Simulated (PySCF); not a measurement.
# C4H8BrN: the cost of one run

Computed with PySCF 2.14.0 and routines of our own; the level stands in each step. Atoms count from 0.

## (1) The starting structure

14 atoms, charge 0, multiplicity 1; geometry from: GFN2-xTB.

## (2) NMR shieldings: PBE0/pcSseg-1 Br:us-x2c-TZVPall-2c, spin–orbit

The job: settings as JSON, then the geometry in Å.

```
{"job": {"kind": "hnmr", "xc": "PBE0", "basis": {"default": "pcSseg-1", "Br": "us-x2c-TZVPall-2c"}, "rel": "so"}, "charge": 0, "multiplicity": 1}
C     -2.248904    -0.011660     0.404358
N     -0.872185    -0.430139     0.561207
C     -0.009211     0.050275    -0.504603
C      1.382573    -0.449930    -0.285093
C      2.438950     0.339548    -0.238404
Br     4.192349    -0.313636     0.055310
H     -2.370501     1.079964     0.331152
H     -2.825977    -0.372272     1.253303
H     -2.648558    -0.461897    -0.504803
H     -0.514208    -0.108767     1.456436
H     -0.394028    -0.367119    -1.443184
H     -0.010079     1.151778    -0.597957
H      1.472608    -1.516042    -0.135556
H      2.406493     1.409424    -0.374333
```

Level: PBE0/pcSseg-1 Br:us-x2c-TZVPall-2c GIAO NMR shielding, X2C with spin-orbit coupling, screened-nuclear two-electron part, Gaussian nuclei, gas phase.

Started as:

```bash
> OMP_NUM_THREADS=1 python heavy_run.py task.json out
```

One launch serves the whole session: the jobs run in the order shown.

Q: Estimate the wall time and peak memory of this first job on 1 thread of Arm Neoverse N1, shared host.

About 3.6 min, with a peak of 1.2 GiB.
